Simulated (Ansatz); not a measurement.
**C2H8ClNO2Ti: how energies converge with the basis set**

Aim: see how fast density functionals converge with the basis set for C2H8ClNO2Ti.

Method: one geometry, several basis sets; program: Ansatz 0.2.0, Gaussian basis.

The runs, in order: PBE0-D4/def2-SVP; ωB97M-V/def2-SVP; PBE0-D4/def2-QZVPP; ωB97M-V/def2-QZVPP; the functionals' def2-TZVPP values are taken from earlier runs.

## 1. The geometry

An earlier PBE0-D4 in a triple-zeta def2 set relaxation fixed the geometry.

SMILES `C[NH][Ti]([OH])([Cl])[O]C`, 15 atoms, charge 0, spin multiplicity 1.

Atoms are counted from 1 here; the program's logs count them from 0.

Bond lengths: C1–N2 1.442 Å, C1–H8 1.092 Å, C1–H9 1.096 Å, C1–H10 1.096 Å, N2–Ti3 1.862 Å, N2–H11 1.013 Å, Ti3–O4 1.789 Å, Ti3–Cl5 2.243 Å, Ti3–O6 1.759 Å, O4–H12 0.956 Å, O6–C7 1.390 Å, C7–H13 1.095 Å, C7–H14 1.094 Å, C7–H15 1.095 Å. Angles: N2–C1–H8 109.9°, N2–C1–H9 112.0°, N2–C1–H10 111.8°, H8–C1–H9 107.5°, H8–C1–H10 107.2°, H9–C1–H10 108.2°, C1–N2–Ti3 128.9°, C1–N2–H11 113.1°, Ti3–N2–H11 117.9°, N2–Ti3–O4 107.1°, N2–Ti3–Cl5 108.7°, N2–Ti3–O6 109.0°, O4–Ti3–Cl5 111.1°, O4–Ti3–O6 115.7°, Cl5–Ti3–O6 105.1°, Ti3–O4–H12 138.5°, Ti3–O6–C7 161.3°, O6–C7–H13 110.2° and more.

## 2. PBE0-D4 in def2-SVP

in.yaml

```yaml
crystal:
  periodic: [false, false, false]
  atoms:
    - {symbol: C, position_ang: [-1.649138, 1.566339, 0.141232]}
    - {symbol: N, position_ang: [-1.298885, 0.591086, -0.861878]}
    - {symbol: Ti, position_ang: [0.276426, -0.384175, -1.044254]}
    - {symbol: O, position_ang: [-0.071275, -1.743262, -2.155140]}
    - {symbol: Cl, position_ang: [1.860841, 0.961647, -1.887231]}
    - {symbol: O, position_ang: [0.858599, -0.834423, 0.553302]}
    - {symbol: C, position_ang: [1.619070, -0.866746, 1.716043]}
    - {symbol: H, position_ang: [-0.845359, 1.649875, 0.876039]}
    - {symbol: H, position_ang: [-2.562465, 1.290181, 0.681297]}
    - {symbol: H, position_ang: [-1.796443, 2.561862, -0.293638]}
    - {symbol: H, position_ang: [-2.021772, 0.460127, -1.559338]}
    - {symbol: H, position_ang: [0.133418, -2.674211, -2.234393]}
    - {symbol: H, position_ang: [1.051380, -0.443799, 2.551254]}
    - {symbol: H, position_ang: [1.885948, -1.898983, 1.962917]}
    - {symbol: H, position_ang: [2.537756, -0.286318, 1.583088]}
basis:
  gaussian: {orbitals: def2-SVP}
hamiltonian: {xc: pbe0, dispersion: d4}
output: {orbitals: {seedname: orbitals}}
```

Further steps of the session: ωB97M-V in def2-SVP; PBE0-D4 in def2-QZVPP; ωB97M-V in def2-QZVPP.

**Question.** What will the summary of the whole plan be? Wanted: PBE0-D4: double and triple zeta above quadruple; ωB97M-V: double and triple zeta above quadruple.

The runs gave:

```
                                       quantity           value
PBE0-D4: double and triple zeta above quadruple  17.76, 1.25 eV
ωB97M-V: double and triple zeta above quadruple  17.96, 1.19 eV
```

**Reading.** For PBE0-D4 the step from double to triple zeta gains 16.51 eV and the next only 1.25 eV. Total energies overstate the basis error of differences, where much of it tends to cancel. The LUMO of ωB97M-V is positive and keeps falling with the basis (0.97 to 0.46 eV): an unbound level that the basis holds in place.
